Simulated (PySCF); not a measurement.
# In₂: bond curves at several levels of theory

One table from this session's results is given with a row withheld; the runs are named, their logs left out.

Computed with PySCF 2.14.0. Level: In def2-SVP with ECP28, scalar-relativistic core potentials.

Set-up of the first run:

Settings of the job:

```json
{
 "atoms": "In, In",
 "charge": "0",
 "basis": "In def2-SVP with ECP28",
 "Hamiltonian": "scalar-relativistic core potentials",
 "basis functions": "52",
 "electrons treated": "42",
 "masses in u": "114.9039, 114.9039",
 "levels": "PBE0, PBE, r²SCAN, BP86, r²SCANh, M06, ωB97X, HF, MP2, SCS-MP2, CCSD, CCSD(T)",
 "grid": "80 radial by 434 angular points",
 "occupations": "held fixed by the projection of orbital angular momentum",
 "dissociation limit": "In + In, each in its ground configuration",
 "starting distance in angstrom": "2.780",
 "values of 2S to try": "0, 2"
}
```

Command:

```bash
$ OMP_NUM_THREADS=1 python dia.py task.json out
```

Steps of the session up to this table: The job; The PBE0 curve of the state that the search chose; Higher solutions at PBE0; PBE; r²SCAN (meta-GGA); BP86 (GGA); r²SCANh (hybrid meta-GGA); M06; ωB97X; UHF; Adding correlation.

One table of the session follows, with a row left open; its other results are not shown here.

It belongs to the step «The curves together». Energy (eV) from each level's lowest point:

| R (Å) | UHF | UHF-MP2 | UHF-SCS-MP2 | UHF-CCSD | UHF-CCSD(T) |
| --- | --- | --- | --- | --- | --- |
| 2.633 | 0.512 | 0.401 | 0.415 | n/a | n/a |
| 2.756 | 0.241 | 0.163 | 0.172 | 0.193 | 0.190 |
| 2.878 | 0.086 | 0.041 | 0.046 | 0.059 | 0.058 |
| 2.970 | 0.026 | 0.004 | 0.006 | 0.012 | 0.012 |
| 3.062 | 0.000 | 0.000 | 0.000 | 0.000 | 0.000 |
| 3.154 | 0.001 | 0.022 | 0.020 | 0.013 | 0.013 |
| 3.276 | ? | ? | ? | ? | ? |
| 3.429 | 0.110 | 0.180 | 0.178 | 0.146 | 0.143 |
| 3.613 | 0.232 | 0.325 | 0.326 | 0.273 | 0.266 |
| 3.858 | 0.422 | 0.533 | 0.540 | n/a | n/a |

Estimate the missing values for R (Å) = 3.276.

Worked estimate for «UHF». A straight line through the neighbours (3.154, 0.001) and (3.429, 0.110) gives 0.001 + (0.110 − 0.001) × (3.276 − 3.154) / (3.429 − 3.154) = 0.049; a parabola fitted to 4 rows on both sides gives 0.038.

**Answer.** UHF: 0.034; UHF-MP2: 0.079; UHF-SCS-MP2: 0.077; UHF-CCSD: 0.059; UHF-CCSD(T): 0.058. In «UHF» the line misses by +0.015 and the parabola by +0.004.
